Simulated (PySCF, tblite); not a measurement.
**CH9ClSi4: geometry, infrared bands and NMR shifts**

Wanted: the infrared bands and NMR shifts of CH9ClSi4 (`[SiH3][Si]1(Cl)[SiH2]C[SiH2]1`), by calculation.

The runs use tblite 0.8.0 and PySCF 2.14.0, with density-fitted response routines of our own; the level of theory stands in each step. All values are computed, except where a source is named. Atoms count from 0, in the outputs and in this text.

## 1. The starting structure

15 atoms, charge 0, multiplicity 1; geometry from: force field or distance geometry start.

Bonds of the start (Å): Si0–Si1 2.25, Si1–Cl2 2.02, Si1–Si3 2.25, Si3–C4 1.91, C4–Si5 1.91, Si5–Si1 2.25, Si0–H6 1.49, Si0–H7 1.49, Si0–H8 1.48, Si3–H9 1.50, Si3–H10 1.48, C4–H11 1.09, C4–H12 1.10, Si5–H13 1.48, Si5–H14 1.50.

## 2. Geometry optimisation with GFN2-xTB

What the job is given:

```
{"job": {"kind": "relax", "xc": "GFN2-xTB", "basis": "xTB"}, "charge": 0, "multiplicity": 1}
Si     2.390200    -0.283000     0.457000
Si     0.646000    -0.194900    -0.961700
Cl     1.046400    -0.481900    -2.921700
Si    -1.168800    -1.253200    -0.161300
C     -1.654800     0.319600     0.802800
Si    -0.793100     1.462500    -0.466000
H      1.938400    -0.055400     1.854800
H      3.395400     0.768700     0.140500
H      3.064100    -1.605100     0.407100
H     -0.883800    -2.403400     0.756300
H     -2.172000    -1.610200    -1.196200
H     -1.212900     0.370000     1.795300
H     -2.737000     0.482000     0.883100
H     -1.685200     1.828700    -1.589200
H     -0.177300     2.663500     0.177300
```

Command:

```sh
$ OMP_NUM_THREADS=1 python probes_run.py task.json out
```

This one command runs all jobs of the session in turn.

**Question.** This job is followed by: GFN2-xTB harmonic vibrations, gas phase; GIAO PBE0/pcSseg-1 NMR shielding, non-relativistic, gas phase. Predict these results of the whole session: strongest single infrared mode (GFN2-xTB); zero-point energy (GFN2-xTB); ¹³C shifts against TMS (PBE0/pcSseg-1); ¹H shifts against TMS (PBE0/pcSseg-1, means over atoms taken as alike); ²⁹Si shifts against TMS (PBE0/pcSseg-1, means over atoms taken as alike); ³⁵Cl shifts against HCl (PBE0/pcSseg-1).

The runs gave:

| quantity | value |
| --- | --- |
| strongest single infrared mode (GFN2-xTB) | 718 cm⁻¹, 622 km/mol |
| zero-point energy (GFN2-xTB) | 53.0 kcal/mol |
| ¹³C shifts against TMS (PBE0/pcSseg-1) | -10.4 ppm |
| ¹H shifts against TMS (PBE0/pcSseg-1, means over atoms taken as alike) | 4.99, 4.80, 3.75, 0.72, 0.68 ppm |
| ²⁹Si shifts against TMS (PBE0/pcSseg-1, means over atoms taken as alike) | 33.8, -40.2, -106.2 ppm |
| ³⁵Cl shifts against HCl (PBE0/pcSseg-1) | -68 ppm |

Over 95 steps the energy fell by 0.601 eV; of the close pairs, Si1–Si3 changed most, 2.248 to 2.375 Å. All 39 modes are real, so the xTB geometry is a minimum. Unscaled tight-binding wavenumbers are off by several per cent, some by more. Its intensities can rank the bands wrongly. At PBE0/pcSseg-1: The widest tensor belongs to Cl2: span 192 ppm, with a paramagnetic part of -131 ppm.
